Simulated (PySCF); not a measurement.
# ZrS₂⁻: structure of the quartet

Aim: relax ZrS₂⁻ as a quartet from a end-on start, check by its vibrations whether the end is a minimum, and collect its spectrum and constants.

The runs use PySCF 2.14.0; PBE0, basis Zr def2-SVPD with ECP28, S def2-SVPD, scalar-relativistic core potentials, no spin–orbit coupling, density fitting.

## Step 1: The starting structure

3 atoms, charge -1, spin multiplicity 4.

Bond lengths: Zr1–S2 2.647 Å, S2–S3 2.047 Å. Angles: Zr1–S2–S3 119.9°.

```xyz
3
charge -1 multiplicity 4
Zr    0.0000    0.0000    0.0000
S     0.0000    0.0000    2.6471
S     1.7748    0.0000    3.6671
```

## Step 2: First SCF at the start

The steps below are one call of a driver around PySCF. For each, scf.py gives the equivalent set-up of the SCF; relaxations use the driver's own optimiser. After this first run the driver tries any further starts and a stability analysis.

Input file scf.py:

```python
from pyscf import gto, scf, dft
mol = gto.M(atom='''
Zr     0.000000     0.000000     0.000000
S      0.000000     0.000000     2.647100
S      1.774800     0.000000     3.667100''',
    basis={'Zr': 'def2-SVPD', 'S': 'def2-SVPD'},
    ecp={'Zr': 'def2-SVPD'},
    charge=-1, spin=3)
mf = dft.UKS(mol, xc='PBE0')
mf.grids.atom_grid = (50, 194)
aux = {'Zr': 'def2-universal-JKFIT', 'S': 'def2-universal-JKFIT'}
mf = mf.density_fit(auxbasis=aux)
mf.conv_tol = 1e-08
mf.diis_space = 10
mf.max_cycle = 60
mf.init_guess = 'minao'
mf.verbose = 4
mf.kernel()
```

The run is started by

```sh
$ OMP_NUM_THREADS=2 python axn.py task.json out
```

What it wrote:

```text
init E= -836.765989752105
[... the frontier-level lines of each cycle are left out ...]
cycle= 1 E= -837.460227398218  delta_E= -0.694  |g|= 2.36  |ddm|= 3.47
cycle= 2 E= -782.730243872701  delta_E= 54.7  |g|= 6.03  |ddm|= 8.25
cycle= 3 E= -839.414863487012  delta_E= -56.7  |g|= 1.58  |ddm|= 38.7
cycle= 4 E= -840.452889671803  delta_E= -1.04  |g|= 1.45  |ddm|= 39.3
cycle= 5 E= -842.700124823384  delta_E= -2.25  |g|= 0.404  |ddm|= 2.55
cycle= 6 E= -842.840378363073  delta_E= -0.14  |g|= 0.178  |ddm|= 1.14
cycle= 7 E= -842.859881384671  delta_E= -0.0195  |g|= 0.0533  |ddm|= 0.418
cycle= 8 E= -842.862242779929  delta_E= -0.00236  |g|= 0.0307  |ddm|= 0.142
cycle= 9 E= -842.863336756381  delta_E= -0.00109  |g|= 0.0118  |ddm|= 0.0695
cycle= 10 E= -842.863663180493  delta_E= -0.000326  |g|= 0.0099  |ddm|= 0.0693
cycle= 11 E= -842.863802939017  delta_E= -0.00014  |g|= 0.00651  |ddm|= 0.0251
cycle= 12 E= -842.863953770935  delta_E= -0.000151  |g|= 0.00277  |ddm|= 0.0334
cycle= 13 E= -842.864037912085  delta_E= -8.41e-05  |g|= 0.00323  |ddm|= 0.028
cycle= 14 E= -842.864132525233  delta_E= -9.46e-05  |g|= 0.00226  |ddm|= 0.0327
cycle= 15 E= -842.864256454027  delta_E= -0.000124  |g|= 0.00161  |ddm|= 0.0516
cycle= 16 E= -842.864350236156  delta_E= -9.38e-05  |g|= 0.00151  |ddm|= 0.0472
cycle= 17 E= -842.864423863781  delta_E= -7.36e-05  |g|= 0.00142  |ddm|= 0.0399
cycle= 18 E= -842.864506891151  delta_E= -8.3e-05  |g|= 0.00117  |ddm|= 0.0509
cycle= 19 E= -842.864652218092  delta_E= -0.000145  |g|= 0.00116  |ddm|= 0.122
cycle= 20 E= -842.864663629398  delta_E= -1.14e-05  |g|= 0.000989  |ddm|= 0.0125
cycle= 21 E= -842.864710825035  delta_E= -4.72e-05  |g|= 0.000597  |ddm|= 0.074
cycle= 22 E= -842.864721339501  delta_E= -1.05e-05  |g|= 0.000466  |ddm|= 0.0363
cycle= 23 E= -842.864723364778  delta_E= -2.03e-06  |g|= 0.000228  |ddm|= 0.0153
cycle= 24 E= -842.864723661458  delta_E= -2.97e-07  |g|= 0.000172  |ddm|= 0.00425
cycle= 25 E= -842.864723786432  delta_E= -1.25e-07  |g|= 4.91e-05  |ddm|= 0.00571
cycle= 26 E= -842.864723792856  delta_E= -6.42e-09  |g|= 5.15e-05  |ddm|= 0.00176
Extra cycle  E= -842.864723780246  delta_E= 1.26e-08  |g|= 0.000142  |ddm|= 0.000423
converged SCF energy = -842.864723780246  <S^2> = 3.8529708  2S+1 = 4.0511582
```

This step, with its further starts and checks, took 18 s on 2 threads of Arm Neoverse V2, shared host.

Energies from each starting density:

```
                      start  energy (Eh)
    the minimal-basis guess  -842.864724
a thermally smeared density  -842.864724
      a smeared PBE density  -842.864724
```

The test of internal stability and the other starts found no lower solution of this spin.

## Step 3: Relaxing the quartet from the end-on start

The program finds Cs symmetry in the start, which this walk keeps. The walk stops when the largest gradient is under 0.0003 Eh/bohr and the energy has settled too.

scf.py: that of step 2 with these lines changed.

```diff
@@ -3,3 +3,3 @@
-Zr     0.000000     0.000000     0.000000
-S      0.000000     0.000000     2.647100
-S      1.774800     0.000000     3.667100''',
+Zr    -0.368830     0.000000    -1.312184
+S     -0.368830     0.000000     1.334916
+S      1.405970     0.000000     2.354916''',
@@ -16 +15,0 @@
-mf.init_guess = 'minao'
```

The optimiser's trace:

```
step  energy (Eh)  change (kJ/mol)  largest symmetric gradient (Eh/bohr)
   0  -842.864724             0.00                               0.04289
   1  -842.874519           -25.72                               0.03367
   2  -842.877405           -33.30                               0.04927
   3  -842.883200           -48.51                               0.00874
   4  -842.885759           -55.23                               0.00979
   5  -842.889726           -65.64                               0.01369
   6  -842.895896           -81.84                               0.01861
   7  -842.904724          -105.02                               0.02282
   8  -842.914814          -131.51                               0.02291
   9  -842.920994          -147.74                               0.01478
  10  -842.922067          -150.56                               0.01331
  11  -842.922459          -151.58                               0.02648
  12  -842.924065          -155.80                               0.02023
  13  -842.925263          -158.95                               0.01293
  14  -842.926115          -161.18                               0.00650
  15  -842.926242          -161.52                               0.00059
  16  -842.926247          -161.53                               0.00013
  17  -842.926248          -161.53                               0.00002
```

The walk took 44 s.

Geometry (Å) and forces (eV/Å) at some steps:

```
step 0
Zr  -0.369   0.000  -1.312   0.180   0.000   2.205
S   -0.369   0.000   1.335  -0.569   0.000  -2.160
S    1.406   0.000   2.355   0.388   0.000  -0.045
step 1
Zr  -0.346   0.000  -1.232   0.168   0.000   1.731
S   -0.393   0.000   1.288  -0.252   0.000  -1.501
S    1.408   0.000   2.322   0.084   0.000  -0.230
step 9
Zr   0.254   0.000  -0.620   0.233   0.000  -0.760
S   -0.904   0.000   1.520  -0.233   0.000   0.584
S    1.319   0.000   1.478   0.001   0.000   0.176
step 17
Zr   0.231   0.000  -0.706   0.000   0.000   0.000
S   -0.842   0.000   1.536  -0.001   0.000  -0.001
S    1.279   0.000   1.548   0.001   0.000   0.001
```

It settles in C2v symmetry, 161.5 kJ/mol below the start, after 17 steps: S–S 2.121 Å, Zr–S 2.485 Å (×2); S–S–Zr 64.7° (×2), S–Zr–S 50.5°.

## Step 4: Is it a minimum? Harmonic modes

On the finer grid the gradient is checked again; gradients at displacements of ±0.02 bohr then give force constants and infrared intensities.

scf.py: that of step 3 with these lines changed.

```diff
@@ -3,3 +3,3 @@
-Zr    -0.368830     0.000000    -1.312184
-S     -0.368830     0.000000     1.334916
-S      1.405970     0.000000     2.354916''',
+Zr     0.005234     0.000000    -0.934112
+S     -1.067873     0.000000     1.307569
+S      1.053153     0.000000     1.319454''',
@@ -10 +10 @@
-mf.grids.atom_grid = (50, 194)
+mf.grids.atom_grid = (75, 302)
@@ -13 +13 @@
-mf.conv_tol = 1e-08
+mf.conv_tol = 1e-10
```

This SCF starts from the last density.

SCF at the final geometry:

```text
init E= -842.926279577522
[... the frontier-level lines of each cycle are left out ...]
cycle= 1 E= -842.926279577511  delta_E= 1.09e-11  |g|= 5.76e-06  |ddm|= 1.58e-05
Extra cycle  E= -842.926279577448  delta_E= 6.34e-11  |g|= 1.08e-05  |ddm|= 2.8e-05
converged SCF energy = -842.926279577448  <S^2> = 3.7621995  2S+1 = 4.0060951
```

The whole step took 29 s.

Geometry: C2v; S–S 2.121 Å, Zr–S 2.485 Å (×2); S–S–Zr 64.7° (×2), S–Zr–S 50.5°.

Harmonic modes (main isotopes):

```tsv
symmetry	ω (cm⁻¹)	IR (km/mol)	μ (u)
b2	225	2.7	34.52
a1	322	46.9	43.28
a1	494	20.4	32.18
```

All wavenumbers are real: a minimum.

Constants and moments:

| Quantity | Value |
| --- | --- |
| Dipole moment about the centre of mass | 1.83 D |
| Highest occupied level | 0.18 eV |
| Lowest empty level | 2.14 eV |
| Rotational constants | 0.2344, 0.0893, 0.06466 cm⁻¹ |
| Zero-point energy | 6.2 kJ/mol |
| Principal polarisabilities | 198.5, 207.2, 217.4 bohr³ |
| Principal traceless quadrupole moments about the centre of mass | -9.50, 3.01, 6.49 D Å |
| Entropy at 298.15 K and 1 bar (electronic part: spin only) | 304.9 J/(mol K) |
| Heat capacity Cp at 298.15 K | 52.9 J/(mol K) |
| Enthalpy at 298.15 K above 0 K | 12.92 kJ/mol |
| Rotational symmetry number | 2 |
| Spin squared ⟨S²⟩ | 3.762 |

Populations by atom (charges in e):

```
atom  Mulliken  Löwdin  polar tensor  spin (Mulliken)  Mayer order to Zr1
 Zr1      0.11   -0.22         -0.06             3.20                   –
S2,3     -0.55   -0.39         -0.47            -0.10                0.61
```

Outer orbital energies (eV). α occupied: -5.28, -4.67, -4.25, -2.53, -1.31, -0.54, -0.02, 0.18; empty: 2.14, 2.39, 3.00, 3.16. β occupied: -28.49, -16.21, -11.94, -5.20, -4.52, -4.15, -2.40, -1.29; empty: 2.30, 2.83, 3.45, 3.72.

Mulliken populations on Zr1 (outside its core potential): s 2.93, p 6.38, d 2.55, f 0.03.

## Step 5: Summary of results

```
                                          quantity                                                            value
                                           minimum                                                     quartet, C2v
                                          geometry  S–S 2.121 Å, Zr–S 2.485 Å (×2); S–S–Zr 64.7° (×2), S–Zr–S 50.5°
                                wavenumbers (cm⁻¹)                                     225 (b2), 322 (a1), 494 (a1)
                    dipole moment (centre of mass)                                                           1.83 D
highest occupied, lowest empty level (either spin)                                                    0.18, 2.14 eV
                        polar-tensor charge of Zr1                                                          -0.06 e
                                 zero-point energy                                                       6.2 kJ/mol
                               entropy at 298.15 K                                                  304.9 J/(mol K)
                                              ⟨S²⟩                                                            3.762
```

The end-on start (Cs) ends in a minimum of C2v symmetry. In the infrared the band at 322 cm⁻¹ (a1) leads. Most of the spin sits on Zr1 (Mulliken spin 3.20, against 3 for the whole molecule). Only this shape and spin were tried, so other structures or states may lie lower. The highest occupied level lies above zero: either self-interaction error lifts it or the extra electron is not bound, and the basis holds it in place. One determinant may miss the lowest occupation of an open d or f shell.

The search up to here took 91 s.
